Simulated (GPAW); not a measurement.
Here is a GPAW 26.7.0 calculation.

The input run.py:

```python
from ase import Atoms
from ase.dft.bandgap import bandgap
from ase.io import write
from ase.units import GPa
from ase.parallel import parprint
from gpaw import GPAW, PW

atoms = Atoms(['W', 'V', 'C', 'C'],
              cell=[[1.5170411163, 0.8758640969, 4.933893193],
                    [-1.5170411163, 0.8758640969, 4.933893193],
                    [0.0, -1.7517281937, 4.933893193]],
              scaled_positions=[[0.0, 0.0, 0.0],
                                [0.5, 0.5, 0.5],
                                [0.246494, 0.246494, 0.246494],
                                [0.753506, 0.753506, 0.753506]],
              pbc=True)
atoms.set_initial_magnetic_moments([0.0, 2.0, 0.0, 0.0])

calc = GPAW(mode=PW(800),
            xc='MGGA_X_R2SCAN+MGGA_C_R2SCAN',
            kpts={'size': (7, 7, 7), 'gamma': True},
            occupations={'name': 'fermi-dirac', 'width': 0.05},
            nbands=33,
            convergence={'density': 1e-05, 'energy': 1e-05},
            maxiter=150,
            txt='gpaw.txt')
atoms.calc = calc
energy = atoms.get_potential_energy()
forces = atoms.get_forces()
stress = atoms.get_stress()
calc.write('gs.gpw')
write('result.traj', atoms)
parprint(f'Energy: {energy:.6f} eV')
parprint('Forces (eV/A):')
parprint(forces.round(4))
parprint('Stress (GPa):', (stress / GPa).round(3))
parprint('Moments:', calc.get_magnetic_moments().round(3))
parprint('Fermi level:', round(calc.get_fermi_level(), 4), 'eV')
parprint(f'Gap: {bandgap(calc)[0]:.4f} eV, direct: {bandgap(calc, direct=True)[0]:.4f} eV')

path = atoms.cell.bandpath('GLB1,BZGX,QFP1Z,LP', npoints=100, eps=1e-4)
bs_calc = calc.fixed_density(kpts=path, symmetry='off', nbands=46,
                             convergence={'bands': 'CBM+6.0', 'eigenstates': 1e-6}, txt='bands.txt')
bs = bs_calc.band_structure()
bs.write('bs.json')
parprint(f'Gap on the path: {bandgap(bs_calc)[0]:.4f} eV')
```

Potentials or basis: GPAW PAW data sets (gpaw-data 1.2.1), pw.

The run is started by

```sh
$ OMP_NUM_THREADS=1 mpirun -n 4 gpaw python run.py
```

Predict the net moment.

0.67 μB per cell.

Estimate the band gap along the path.

none (metal or under the smearing width).

Estimate the site moments.

W -0.03; V +0.73; C -0.02 μB.

Forces in eV/Å, atoms in the order of the input:
```
W    0.000  0.000  0.000
V    0.000  0.000  0.000
C    0.000  0.000  0.383
C    0.000  0.000 -0.383
```

Caveat: the PAW data sets were made with another functional, which shifts forces and pressure a little; spin-orbit coupling is left out, which moves the levels of the heavy elements; the program warned that so skewed a cell can give wrong results.
